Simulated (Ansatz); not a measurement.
# CH₄AlNS: how energies converge with the basis set

An exercise on one series of results from a longer session: the logs are not shown, and one member is left open.

Program: Ansatz 0.2.0, Gaussian basis. Level of theory: one geometry, several basis sets. These are calculated values, not measurements.

Levels to be run: PBE0-D4/def2-SVP; ωB97M-V/def2-SVP; PBE0-D4/def2-QZVPP; ωB97M-V/def2-QZVPP; the functionals' def2-TZVPP values are taken from earlier runs.

**Structure used throughout**

All runs share one geometry, relaxed beforehand with PBE0-D4 in a triple-zeta def2 set.

8 atoms, charge 0, spin multiplicity 1.

Atoms are counted from 1 here; the program's logs count them from 0.

Bond lengths: C1–N2 1.452 Å, C1–S4 1.854 Å, C1–H5 1.095 Å, C1–H6 1.095 Å, N2–Al3 1.765 Å, N2–H7 1.005 Å, Al3–S4 2.174 Å, Al3–H8 1.573 Å. Angles: N2–C1–S4 104.8°, N2–C1–H5 113.4°, N2–C1–H6 113.4°, S4–C1–H5 107.8°, S4–C1–H6 107.8°, H5–C1–H6 109.2°, C1–N2–Al3 98.1°, C1–N2–H7 116.9°, Al3–N2–H7 145.0°, N2–Al3–S4 83.1°, N2–Al3–H8 136.7°, S4–Al3–H8 140.2°, C1–S4–Al3 74.0°.

Geometry (Å):

```mol
CH4AlNS
  3D, bonds by distance, orders not assigned

  8  8  0  0  0  0  0  0  0  0999 V2000
   -0.3840    0.8219   -0.4015 C   0  0
    0.7292    0.2480    0.3337 N   0  0
    0.1620   -1.4227    0.3774 Al  0  0
   -1.5232   -0.6040   -0.7248 S   0  0
   -0.0951    1.2448   -1.3688 H   0  0
   -0.9412    1.5723    0.1681 H   0  0
    1.4663    0.8745    0.6060 H   0  0
    0.6782   -2.7919    0.9540 H   0  0
  1  2  8  0
  2  3  8  0
  3  4  8  0
  1  5  8  0
  1  6  8  0
  2  7  8  0
  3  8  8  0
  1  4  8  0
M  END
```

Set-up of the first run:

in.yaml

```yaml
crystal:
  periodic: [false, false, false]
  atoms:
    - {symbol: C, position_ang: [-0.383955, 0.821905, -0.401474]}
    - {symbol: N, position_ang: [0.729221, 0.248037, 0.333689]}
    - {symbol: Al, position_ang: [0.161955, -1.422750, 0.377389]}
    - {symbol: S, position_ang: [-1.523219, -0.603991, -0.724755]}
    - {symbol: H, position_ang: [-0.095074, 1.244771, -1.368836]}
    - {symbol: H, position_ang: [-0.941203, 1.572350, 0.168052]}
    - {symbol: H, position_ang: [1.466305, 0.874530, 0.606017]}
    - {symbol: H, position_ang: [0.678172, -2.791852, 0.954016]}
basis:
  gaussian: {orbitals: def2-SVP}
hamiltonian: {xc: pbe0, dispersion: d4}
output: {orbitals: {seedname: orbitals}}
```

Steps of the session up to this table: PBE0-D4 in def2-SVP; ωB97M-V in def2-SVP; PBE0-D4 in def2-QZVPP; ωB97M-V in def2-QZVPP.

One table of the session follows, with a row left open; its other results are not shown here.

It belongs to the step «Functionals by basis». 

| functional | basis | HOMO (eV) |
| --- | --- | --- |
| PBE0-D4 | def2-SVP | -6.72 |
| PBE0-D4 | def2-TZVPP | -6.86 |
| PBE0-D4 | def2-QZVPP | -6.90 |
| ωB97M-V | def2-SVP | -8.86 |
| ωB97M-V | def2-TZVPP | -9.03 |
| ωB97M-V | def2-QZVPP | ? |

Estimate the missing values for ωB97M-V, def2-QZVPP.

**Answer.** HOMO (eV): -9.08. In the column «HOMO (eV)» it is the lowest.
